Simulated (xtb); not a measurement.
**GFN2-xTB run of [CuP3H9]+ ([Cu(PH3)3]+)**

Aim: a geometry optimisation of [CuP3H9]+ ([Cu(PH3)3]+). 

The results are computed with xtb 6.7.1.

4 further runs of the same task are left out: 1 that didn't finish, 3 set aside as unsound or not needed.

## Step 1: The molecule

[CuP3H9]+: 13 atoms, total charge +1, spin state singlet. As SMILES, `[PH3]->[Cu+](<-[PH3])<-[PH3]`. The shape comes from GFN2-xTB, which is rough for such elements, and wasn't checked as a minimum. The run starts from this shape.

Bond lengths: Cu1–P2 2.326 Å, Cu1–P6 2.326 Å, Cu1–P10 2.326 Å, P2–H3 1.378 Å, P2–H4 1.378 Å, P2–H5 1.378 Å, P6–H7 1.378 Å, P6–H8 1.377 Å, P6–H9 1.378 Å, P10–H11 1.378 Å, P10–H12 1.377 Å, P10–H13 1.378 Å. Some angles: P2–Cu1–P6 120.0°, P2–Cu1–P10 119.6°, P6–Cu1–P10 120.4°, Cu1–P2–H3 121.6°, Cu1–P2–H4 119.9°, Cu1–P2–H5 120.6°, Cu1–P6–H7 120.1°, Cu1–P6–H8 120.1°, Cu1–P6–H9 121.6°, Cu1–P10–H11 120.2°.

## Step 2: A geometry optimisation at GFN2-xTB

File mol.xyz:

```xyz
13

Cu    -0.00667000     0.00316000     0.00615000
P      2.31956000     0.00395000    -0.00930000
H      3.04124000     1.17525000     0.06428000
H      3.00054000    -0.52403000    -1.08502000
H      3.02686000    -0.66799000     0.96398000
P     -1.16872000     2.01752000    -0.00199000
H     -0.89213000     2.97183000    -0.95663000
H     -1.09978000     2.85912000     1.08621000
H     -2.53877000     2.06001000    -0.14003000
P     -1.15566000    -2.01903000     0.01631000
H     -2.05437000    -2.31142000    -0.98668000
H     -1.98308000    -2.34406000     1.06836000
H     -0.48902000    -3.22433000    -0.02564000
```

Run with:

```console
$ xtb -o vtight -c 1 --gfn 2 --parallel 1 -- mol.xyz > mol.out 2> xtb.err
```

Q: Predict the results. Wanted: total energy at the end; HOMO energy; LUMO energy; HOMO–LUMO gap; dispersion energy; mean polarisability.

Computed results:

Level: GFN2-xTB.

| quantity | value |
| --- | --- |
| total energy at the end | -15.65011 Eh |
| HOMO energy | -14.00 eV |
| LUMO energy | -9.68 eV |
| HOMO–LUMO gap | 4.32 eV |
| dispersion energy | -22.14 kJ/mol |
| mean polarisability (D4 model) | 115.1 bohr³ |

What this shows: At the final geometry: Bond lengths: Cu1–P2 2.326 Å, Cu1–P6 2.325 Å, Cu1–P10 2.326 Å, P2–H3 1.378 Å, P2–H4 1.378 Å, P2–H5 1.378 Å, P6–H7 1.378 Å, P6–H8 1.378 Å, P6–H9 1.378 Å, P10–H11 1.378 Å, P10–H12 1.378 Å, P10–H13 1.378 Å. Some angles: P2–Cu1–P6 120.0°, P2–Cu1–P10 119.9°, P6–Cu1–P10 120.1°, Cu1–P2–H3 121.6°, Cu1–P2–H4 120.1°, Cu1–P2–H5 120.3°, Cu1–P6–H7 120.4°, Cu1–P6–H8 120.0°, Cu1–P6–H9 121.6°, Cu1–P10–H11 120.3°. The optimisation took 7 steps and changed the energy by -0.000 eV.
